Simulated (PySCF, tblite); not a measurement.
# C10H6F3N3: electronic excitations, NMR shifts

Aim: compute the electronic excitations, NMR shifts of C10H6F3N3 (`CN(C)c1c(F)c(C#N)c(F)c(F)c1C#N`).

Programs: tblite 0.8.0 and PySCF 2.14.0, with routines of our own; each step states its level. All values are computed. Atoms count from 0.

### Step 1. The system as given

22 atoms, charge 0, multiplicity 1; geometry from: force field, distance geometry or constructed start.

### Step 2. Optimising the geometry with GFN2-xTB

What the job is given:

```
{"job": {"kind": "relax", "xc": "GFN2-xTB", "basis": "xTB"}, "charge": 0, "multiplicity": 1}
C     -2.159000    -1.141100     0.691400
N     -1.513700     0.039600     0.115300
C     -2.185800     0.658100    -1.012500
C     -0.113000     0.103400     0.114900
C      0.683300    -1.022600    -0.211000
F      0.083200    -2.173800    -0.564100
C      2.078100    -0.967400    -0.226600
C      2.846100    -2.118100    -0.571900
N      3.466400    -3.060500    -0.858900
C      2.704400     0.219500     0.109700
F      4.043400     0.301100     0.105200
C      1.956000     1.339100     0.446100
F      2.596100     2.475300     0.773300
C      0.564600     1.293800     0.455300
C     -0.149000     2.480200     0.856000
N     -0.712400     3.442900     1.170300
H     -3.196500    -0.893800     0.965400
H     -1.660500    -1.473300     1.606700
H     -2.194600    -1.965700    -0.019900
H     -2.065900     0.049300    -1.911500
H     -1.813500     1.668300    -1.224700
H     -3.263800     0.757300    -0.809000
```

The run is started by

```bash
OMP_NUM_THREADS=1 python large_run.py task.json out
```

One launch serves the whole session: the jobs run in the order shown.

The program printed:

```text
step      E/eV     max force
  0   -1288.00885    2.514
  1   -1287.86860    7.644
  2   -1288.08542    0.686
  3   -1288.09790    0.963
  4   -1288.10665    1.230
  5   -1288.12504    0.483
  6   -1288.13256    0.209
  7   -1288.13574    0.157
  8   -1288.13993    0.182
  9   -1288.14285    0.191
 10   -1288.14468    0.102
 11   -1288.14618    0.102
 12   -1288.14845    0.214
 13   -1288.15168    0.260
 14   -1288.15557    0.188
 15   -1288.15957    0.130
 16   -1288.16389    0.171
 17   -1288.16918    0.278
 18   -1288.17575    0.310
 19   -1288.18330    0.227
 20   -1288.19112    0.247
 21   -1288.19853    0.257
 22   -1288.20491    0.258
 23   -1288.21008    0.166
 24   -1288.21431    0.122
 25   -1288.21789    0.160
 26   -1288.22094    0.182
 27   -1288.22368    0.146
 28   -1288.22649    0.135
 29   -1288.23001    0.202
 30   -1288.23480    0.269
 31   -1288.24186    0.268
 32   -1288.24865    0.175
 33   -1288.25506    0.198
 34   -1288.26070    0.200
 35   -1288.26592    0.242
 36   -1288.27004    0.177
 37   -1288.27475    0.164
 38   -1288.27977    0.194
 39   -1288.28664    0.180
 40   -1288.29032    0.149
 41   -1288.29445    0.133
 42   -1288.29728    0.129
 43   -1288.30032    0.148
 44   -1288.30308    0.193
 45   -1288.30522    0.106
 46   -1288.30738    0.108
 47   -1288.30961    0.113
 48   -1288.31353    0.139
 49   -1288.31657    0.117
 50   -1288.32016    0.180
 51   -1288.32323    0.129
 52   -1288.32569    0.150
 53   -1288.32815    0.126
 54   -1288.33020    0.131
 55   -1288.33196    0.102
 56   -1288.33374    0.095
 57   -1288.33602    0.120
 58   -1288.33834    0.150
 59   -1288.34038    0.103
 60   -1288.34188    0.158
 61   -1288.34361    0.090
 62   -1288.34539    0.115
 63   -1288.34769    0.105
 64   -1288.34878    0.094
 65   -1288.35046    0.116
 66   -1288.35180    0.105
 67   -1288.35326    0.116
 68   -1288.35430    0.080
 69   -1288.35499    0.086
 70   -1288.35569    0.102
 71   -1288.35651    0.101
 72   -1288.35769    0.065
 73   -1288.35821    0.050
 74   -1288.35874    0.047
 75   -1288.35920    0.071
 76   -1288.35982    0.082
 77   -1288.36043    0.066
 78   -1288.36095    0.076
 79   -1288.36134    0.066
 80   -1288.36165    0.038
 81   -1288.36185    0.032
 82   -1288.36197    0.025
 83   -1288.36206    0.023
 84   -1288.36215    0.022
 85   -1288.36225    0.028
 86   -1288.36237    0.025
 87   -1288.36249    0.028
 88   -1288.36266    0.032
 89   -1288.36285    0.038
 90   -1288.36303    0.039
 91   -1288.36315    0.040
 92   -1288.36324    0.031
 93   -1288.36331    0.022
 94   -1288.36339    0.018
```

Run time: 1.2 s. Hardware: 1 thread of Arm Neoverse V1, shared host; peak memory 0.18 GiB.

Along the way: (the energy doesn't fall at every step)

```tsv
step	energy from step 0 (eV)	largest force (eV/Å)
0	0.0000	2.5137
1	0.1402	7.6440
2	-0.0766	0.6855
3	-0.0891	0.9627
4	-0.0978	1.2297
5	-0.1162	0.4831
6	-0.1237	0.2086
7	-0.1269	0.1564
8	-0.1311	0.1817
15	-0.1507	0.1303
22	-0.1961	0.2582
30	-0.2260	0.2696
37	-0.2659	0.1635
45	-0.2964	0.1062
52	-0.3168	0.1504
60	-0.3330	0.1587
67	-0.3444	0.1162
75	-0.3504	0.0708
82	-0.3531	0.0255
90	-0.3542	0.0387
91	-0.3543	0.0401
92	-0.3544	0.0313
93	-0.3545	0.0220
94	-0.3545	0.0178
```

Close pairs (by a distance rule), those that changed most:

```tsv
bond	before (Å)	after (Å)	change (Å)
N1–C3	1.402	1.354	-0.048
C13–C14	1.441	1.413	-0.028
C7–N8	1.164	1.144	-0.020
C6–C9	1.384	1.401	+0.017
C0–N1	1.464	1.446	-0.017
C14–N15	1.159	1.147	-0.012
C0–H16	1.101	1.090	-0.011
C3–C13	1.411	1.422	+0.011
```

The next job starts from the end point, and lists it.

### Step 3. Electronic excitations: TDDFT PBE0/6-31G*

What the job is given:

```
{"job": {"kind": "uv", "basis": "6-31G*", "grid": 1, "kgrid": 0, "vcut": 1.5, "nstates": 6, "ntriplets": 2, "tda": false, "delta": [], "pop": true, "xc": "PBE0"}, "charge": 0, "multiplicity": 1}
C     -2.139508    -1.363151     0.222157
N     -1.448283    -0.132746    -0.094676
C     -2.300920     0.940045    -0.548898
C     -0.103883    -0.003348    -0.001092
C      0.769725    -1.107103    -0.114255
F      0.268155    -2.334819    -0.351496
C      2.152502    -1.001698    -0.043685
C      2.956146    -2.162854    -0.166855
N      3.594864    -3.107240    -0.258410
C      2.740804     0.258664     0.122513
F      4.072174     0.379182     0.162611
C      1.924460     1.365482     0.245991
F      2.469850     2.573490     0.420416
C      0.528564     1.252786     0.210722
C     -0.189859     2.435311     0.497495
N     -0.713915     3.412238     0.789840
H     -3.125467    -1.107950     0.609769
H     -1.608571    -1.919013     0.991778
H     -2.259960    -2.004224    -0.655544
H     -3.086150     0.514605    -1.176671
H     -1.738270     1.653844    -1.147566
H     -2.768705     1.470132     0.285348
```

With the program's defaults for keys left out, this is: TDDFT PBE0/6-31G*, vertical, gas phase, core orbitals frozen in the response, virtual orbitals cut by energy.

The program printed:

```text
start: PBE on a coarse grid of 20091 points
cycle   1  E = -847.3528161435  dE =  2.686e+00  |g| = 9.524e-01  |ddm| = 5.853e+00
cycle   2  E = -846.2131704005  dE =  1.140e+00  |g| = 2.471e+00  |ddm| = 3.885e+00
cycle   3  E = -847.4740008679  dE = -1.261e+00  |g| = 5.233e-01  |ddm| = 3.064e+00
cycle   4  E = -847.5336782283  dE = -5.968e-02  |g| = 1.752e-01  |ddm| = 5.683e-01
cycle   5  E = -847.5391456615  dE = -5.467e-03  |g| = 6.840e-02  |ddm| = 2.190e-01
cycle   6  E = -847.5400567853  dE = -9.111e-04  |g| = 2.148e-02  |ddm| = 7.831e-02
cycle   7  E = -847.5401433981  dE = -8.661e-05  |g| = 7.554e-03  |ddm| = 2.354e-02
final grid: 90965 points
cycle   8  E = -847.4419365553  dE = -7.257e-03  |g| = 9.703e-02  |ddm| = 6.888e-01
cycle   9  E = -847.4380973638  dE =  3.839e-03  |g| = 1.711e-01  |ddm| = 2.603e-01
cycle  10  E = -847.4437659247  dE = -5.669e-03  |g| = 2.822e-02  |ddm| = 1.761e-01
cycle  11  E = -847.4439224355  dE = -1.565e-04  |g| = 1.002e-02  |ddm| = 3.289e-02
cycle  12  E = -847.4439441525  dE = -2.172e-05  |g| = 1.621e-03  |ddm| = 9.195e-03
cycle  13  E = -847.4439419932  dE =  2.159e-06  |g| = 1.201e-03  |ddm| = 2.927e-03
cycle  14  E = -847.4439451064  dE = -3.113e-06  |g| = 2.150e-04  |ddm| = 1.539e-03
cycle  15  E = -847.4439433543  dE =  1.752e-06  |g| = 7.967e-05  |ddm| = 3.013e-04
converged SCF energy = -847.4439433543

Static polarisability (au): isotropic 123.750, principal 54.972 135.267 181.011

Singlet excitations
state   eV       nm        f      main configurations
  1   3.4344    361.0   0.10277   H->L 0.96
  2   4.9382    251.1   0.07590   H-1->L 0.69, H->L+1 0.25
  3   5.4094    229.2   0.34946   H->L+1 0.60, H-2->L 0.15, H-1->L 0.14
  4   5.6188    220.7   0.01954   H->L+2 0.74, H-2->L 0.19
  5   5.7006    217.5   0.44354   H-2->L 0.52, H->L+2 0.16, H-1->L 0.11
  6   6.1248    202.4   0.00050   H-3->L 0.75

Triplet excitations (Tamm-Dancoff, eV): 2.4884 3.4159
```

Wall time 24 s (1 thread of Arm Neoverse V1, shared host); peak memory 0.55 GiB.

Frontier orbitals and where they lie:

```tsv
orbital	eV	atoms
HOMO−4	-10.07	N8 35 %, C7 28 %, N15 12 %
HOMO−3	-9.86	N15 42 %, C14 32 %, C2 4 %
HOMO−2	-8.93	N1 15 %, C9 15 %, C3 11 %
HOMO−1	-7.98	C13 18 %, C11 15 %, C6 14 %
HOMO	-6.53	N1 35 %, C9 13 %, C4 12 %
LUMO	-2.42	C6 17 %, C13 15 %, N8 11 %
LUMO+1	-0.61	C3 22 %, C11 20 %, C9 20 %
LUMO+2	0.31	N15 24 %, C14 22 %, N8 10 %
LUMO+3	0.70	N8 29 %, C7 28 %, N15 12 %
```

With each of the 6 states as a Gaussian band of 0.4 eV half-width at 1/e, the curve within the window shown has maxima at 361 nm (ε 4,200), 223 nm (ε 29,000) L/(mol cm). Beyond the last state computed it falls off for lack of states. The curve at chosen wavelengths:

| nm | ε (L/mol/cm) |
| --- | --- |
| 193 | 725 |
| 203 | 7222 |
| 213 | 21935 |
| 222 | 29202 |
| 232 | 23509 |
| 242 | 13392 |
| 252 | 6680 |
| 261 | 3479 |
| 271 | 1542 |
| 281 | 586 |
| 291 | 237 |
| 300 | 251 |
| 310 | 577 |
| 320 | 1241 |
| 330 | 2169 |
| 339 | 3048 |
| 349 | 3812 |
| 359 | 4151 |
| 369 | 4020 |
| 378 | 3587 |
| 388 | 2914 |
| 398 | 2203 |
| 408 | 1566 |
| 417 | 1102 |
| 427 | 716 |
| 437 | 448 |

Ground-state properties from the same run:

```tsv
property	computed
dipole moment (D)	4.60
polarisability (Å³)	18.34
HOMO–LUMO gap (eV)	4.11
−ε(HOMO) (eV)	6.53
```

### Step 4. NMR shifts: GIAO PBE0/pcSseg-1

The job, as its differences from that of step 3:

```diff
@@ -1,2 +1,2 @@
-{"job": {"kind": "uv", "basis": "6-31G*", "grid": 1, "kgrid": 0, "vcut": 1.5, "nstates": 6, "ntriplets": 2, "tda": false, "delta": [], "pop": true, "xc": "PBE0"}, "charge": 0, "multiplicity": 1}
+{"job": {"kind": "nmr", "xc": "PBE0", "basis": "pcSseg-1", "pop": false}, "charge": 0, "multiplicity": 1}
 C     -2.139508    -1.363151     0.222157
```

Method: GIAO PBE0/pcSseg-1 NMR shielding, non-relativistic, gas phase.

The program printed:

```text
start: PBE on a coarse grid of 20091 points
cycle   1  E = -847.0556360572  dE =  2.648e+00  |g| = 9.206e-01  |ddm| = 5.314e+00
cycle   2  E = -846.0067848683  dE =  1.049e+00  |g| = 2.376e+00  |ddm| = 4.024e+00
cycle   3  E = -847.1618969044  dE = -1.155e+00  |g| = 5.233e-01  |ddm| = 3.170e+00
cycle   4  E = -847.2200409733  dE = -5.814e-02  |g| = 1.660e-01  |ddm| = 5.429e-01
cycle   5  E = -847.2245651764  dE = -4.524e-03  |g| = 6.857e-02  |ddm| = 1.949e-01
cycle   6  E = -847.2254465267  dE = -8.814e-04  |g| = 2.124e-02  |ddm| = 7.464e-02
cycle   7  E = -847.2255292862  dE = -8.276e-05  |g| = 7.900e-03  |ddm| = 2.192e-02
final grid: 193938 points
cycle   8  E = -847.3657946568  dE = -9.891e-03  |g| = 9.427e-02  |ddm| = 5.044e-01
cycle   9  E = -847.3625160820  dE =  3.279e-03  |g| = 1.648e-01  |ddm| = 2.594e-01
cycle  10  E = -847.3674940982  dE = -4.978e-03  |g| = 2.729e-02  |ddm| = 1.719e-01
cycle  11  E = -847.3676174225  dE = -1.233e-04  |g| = 1.248e-02  |ddm| = 3.128e-02
cycle  12  E = -847.3676511068  dE = -3.368e-05  |g| = 1.742e-03  |ddm| = 1.149e-02
cycle  13  E = -847.3676504949  dE =  6.119e-07  |g| = 1.113e-03  |ddm| = 2.679e-03
cycle  14  E = -847.3676524478  dE = -1.953e-06  |g| = 2.318e-04  |ddm| = 1.463e-03
cycle  15  E = -847.3676504484  dE =  1.999e-06  |g| = 9.812e-05  |ddm| = 3.305e-04
converged SCF energy = -847.3676504484

GIAO shielding tensors (ppm)
atom      isotropic    diamagn.    paramagn.     s11        s22        s33       span
  0 C      143.905     245.741    -101.836    120.668    129.271    181.775     61.107
  1 N      196.632     333.399    -136.767    144.903    209.587    235.406     90.504
  2 C      140.994     246.957    -105.963    119.032    128.670    175.281     56.249
  3 C       42.339     252.114    -209.775     -9.586      3.393    133.208    142.793
  4 C       28.079     246.520    -218.441    -29.476     25.485     88.229    117.705
  5 F      300.974     475.432    -174.458    244.279    267.057    391.586    147.308
  6 C       82.988     265.645    -182.657     19.692     78.681    150.590    130.898
  7 C       73.390     252.796    -179.406    -37.849    -36.914    294.934    332.783
  8 N      -77.437     338.152    -415.588   -243.089   -208.789    219.568    462.657
  9 C       36.076     251.674    -215.598     -8.443     21.339     95.333    103.777
 10 F      322.480     469.561    -147.080    256.921    291.314    419.206    162.285
 11 C       26.075     246.866    -220.791    -34.805     17.412     95.618    130.423
 12 F      306.313     470.859    -164.546    232.877    269.756    416.307    183.430
 13 C       89.729     264.443    -174.714     31.060     84.491    153.636    122.577
 14 C       68.692     257.527    -188.835    -46.455    -39.694    292.226    338.680
 15 N      -79.435     340.364    -419.799   -248.091   -184.172    193.959    442.050
 16 H       28.952      29.458      -0.506     24.061     27.360     35.437     11.376
 17 H       28.383      30.758      -2.374     23.544     28.102     33.504      9.960
 18 H       28.048      29.717      -1.669     23.498     26.276     34.371     10.872
 19 H       28.715      29.590      -0.876     23.895     27.241     35.009     11.114
 20 H       28.183      31.108      -2.925     23.136     28.408     33.006      9.870
 21 H       27.826      30.509      -2.683     23.380     26.320     33.777     10.397
```

Run time: 34 s. Hardware: 1 thread of Arm Neoverse V1, shared host; peak memory 0.7 GiB.

The references, computed at this level on geometries of the same kind, shield at (ppm): ¹H TMS 31.72, ¹³C TMS 186.9, ¹⁹F CFCl3 170.9, ¹⁵N NH3 267.7. Their shielding less the atom's gives the shift. The references are single molecules in the gas phase, so shifts against H2O, NH3, PH3, H3PO4 or CFCl3 are not on the usual liquid scales and can be off by tens of ppm. Atoms listed in one row are averaged.

```tsv
atoms	environment	σ (ppm)	δ (ppm)	δ scaled to CDCl3
C11	aromatic carbon bearing fluorine	26.1	160.9	155.1
C4	aromatic carbon bearing fluorine	28.1	158.8	153.1
C9	aromatic carbon bearing fluorine	36.1	150.8	145.3
C3	aromatic carbon bearing nitrogen	42.3	144.6	139.2
C14	nitrile carbon	68.7	118.2	113.5
C7	nitrile carbon	73.4	113.5	108.9
C6	substituted aromatic carbon	83.0	103.9	99.5
C13	substituted aromatic carbon	89.7	97.2	92.9
C0, C2	methyl carbon bonded to N	142.4	44.5	41.5
H16, H17, H18, H19, H20, H21	hydrogen on a methyl carbon bonded to N	28.35	3.37	3.28
N15	nitrile nitrogen	-79.4	347.2	–
N8	nitrile nitrogen	-77.4	345.2	–
N1	aniline-type nitrogen	196.6	71.1	–
F5	aryl fluorine	301.0	-130.0	–
F12	aryl fluorine	306.3	-135.4	–
F10	aryl fluorine	322.5	-151.5	–
```

The scaled column applies a straight-line fit of computed shieldings to shifts measured in CDCl3, and one for carbons that bear F (root-mean-square error 0.16 ppm for H, 1.9 ppm for C).

Ring of atoms C3, C4, C6, C9, C11, C13: NICS(0) -12.9, NICS(1) -10.0, NICS(1)zz -18.2 ppm (means of both faces).

### Step 5. Summary of results

| quantity | value |
| --- | --- |
| lowest singlet (PBE0/6-31G*) | 3.43 eV (361 nm), f = 0.103 |
| brightest single state of those computed | state 5, 5.70 eV, f = 0.444 |
| lowest triplet | 2.49 eV |
| ¹³C shifts against TMS (PBE0/pcSseg-1, means over atoms taken as alike) | 160.9, 158.8, 150.8, 144.6, 118.2, 113.5, 103.9, 97.2, 44.5 ppm |
| ¹H shifts against TMS (PBE0/pcSseg-1, means over atoms taken as alike) | 3.37 ppm |
| ¹⁵N shifts against NH3 (PBE0/pcSseg-1) | 347.2, 345.2, 71.1 ppm |
| ¹⁹F shifts against CFCl3 (PBE0/pcSseg-1) | -130.0, -135.4, -151.5 ppm |

What this shows: The first singlet state (HOMO→LUMO 0.96) lies at 3.43 eV and is bright; of the 6 states computed, the strongest absorption comes from state 5 at 5.70 eV. The lowest triplet lies 0.95 eV below the lowest singlet (triplets in Tamm-Dancoff, singlets in full TDDFT). NICS(1)zz of -18 ppm above the planar ring from C3 marks a diatropic (aromatic) ring current.
